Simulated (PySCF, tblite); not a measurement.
# C₇H₁₁FOSi: geometry, infrared bands and NMR shifts

Aim: predict the infrared bands and NMR shifts of C₇H₁₁FOSi (`CO[Si@H]1CC(C2CC2)=C1F`).

Computed with tblite 0.8.0 and PySCF 2.14.0, with density-fitted response routines of our own, on a single molecule in the gas phase. Atoms count from 0, in the outputs and in this text.

## Step 1: The starting structure

21 atoms, charge 0, multiplicity 1; geometry from: force field or distance geometry start.

Bonds of the start (Å): C0–O1 1.43, O1–Si2 1.66, Si2–C3 1.89, C3–C4 1.55, C4–C5 1.55, C5–C6 1.50, C6–C7 1.50, C4–C8 1.36, C8–F9 1.34, C8–Si2 1.87, C7–C5 1.50, C0–H10 1.09, C0–H11 1.09, C0–H12 1.09, Si2–H13 1.48, C3–H14 1.09, C3–H15 1.11, C5–H16 1.08, C6–H17 1.08, C6–H18 1.08, C7–H19 1.08, C7–H20 1.08.

## Step 2: Geometry optimisation with GFN2-xTB

The job: settings as JSON, then the geometry in Å.

```
{"job": {"kind": "relax", "xc": "GFN2-xTB", "basis": "xTB"}, "charge": 0, "multiplicity": 1}
C      3.897600     0.295500    -0.597100
O      2.896900     1.088200     0.043600
Si     1.691500     0.301500     0.868100
C      0.016700     1.170200     0.935800
C     -0.568300     0.040500     0.052300
C     -2.003900    -0.161800    -0.496300
C     -3.227800     0.182300     0.306400
C     -2.901100    -1.249500     0.014300
C      0.535500    -0.726200    -0.175300
F      0.716600    -1.849300    -0.888600
H      4.615000     0.975200    -1.052000
H      4.419200    -0.344100     0.117900
H      3.446500    -0.307500    -1.386900
H      2.149200    -0.358000     2.109300
H      0.007100     2.175600     0.510600
H     -0.405200     1.225800     1.965700
H     -2.058500     0.050900    -1.557200
H     -3.102900     0.516700     1.330100
H     -4.062600     0.637700    -0.205600
H     -3.512700    -1.773900    -0.711600
H     -2.557800    -1.872800     0.826500
```

The run is started by

```
> OMP_NUM_THREADS=1 python probes_run.py task.json out
```

One launch serves the whole session: the jobs run in the order shown.

**Question.** This job is followed by: GFN2-xTB harmonic vibrations, gas phase; GIAO PBE0/pcSseg-1 NMR shielding, non-relativistic, gas phase. Predict these results of the whole session: strongest single infrared mode (GFN2-xTB); zero-point energy (GFN2-xTB); 13C shifts against TMS (PBE0/pcSseg-1); 1H shifts against TMS (PBE0/pcSseg-1, means over atoms taken as alike); 17O shifts against H2O (PBE0/pcSseg-1); 29Si shifts against TMS (PBE0/pcSseg-1); 19F shifts against CFCl3 (PBE0/pcSseg-1).

**Answer**, as computed:

| quantity | value |
| --- | --- |
| strongest single infrared mode (GFN2-xTB) | 2276 cm⁻¹, 329 km/mol |
| zero-point energy (GFN2-xTB) | 101.7 kcal/mol |
| 13C shifts against TMS (PBE0/pcSseg-1) | 172.0, 148.3, 54.1, 12.5, 12.0, 6.7, 6.0 ppm |
| 1H shifts against TMS (PBE0/pcSseg-1, means over atoms taken as alike) | 5.43, 3.99, 2.11, 0.93, 0.81, 0.77, 0.75, 0.69, 0.67 ppm |
| 17O shifts against H2O (PBE0/pcSseg-1) | 26.3 ppm |
| 29Si shifts against TMS (PBE0/pcSseg-1) | -19.3 ppm |
| 19F shifts against CFCl3 (PBE0/pcSseg-1) | -106.4 ppm |

**Reading.** Relaxing lowered the energy by 0.478 eV in 180 steps; the close pair that moved most is C4–C5, from 1.550 to 1.459 Å. No mode is imaginary among the 57: a minimum at this level. The strongest single mode, at 2276 cm⁻¹, moves mainly H13. Unscaled tight-binding wavenumbers are off by several per cent, some by more. Its intensities can rank the bands wrongly.
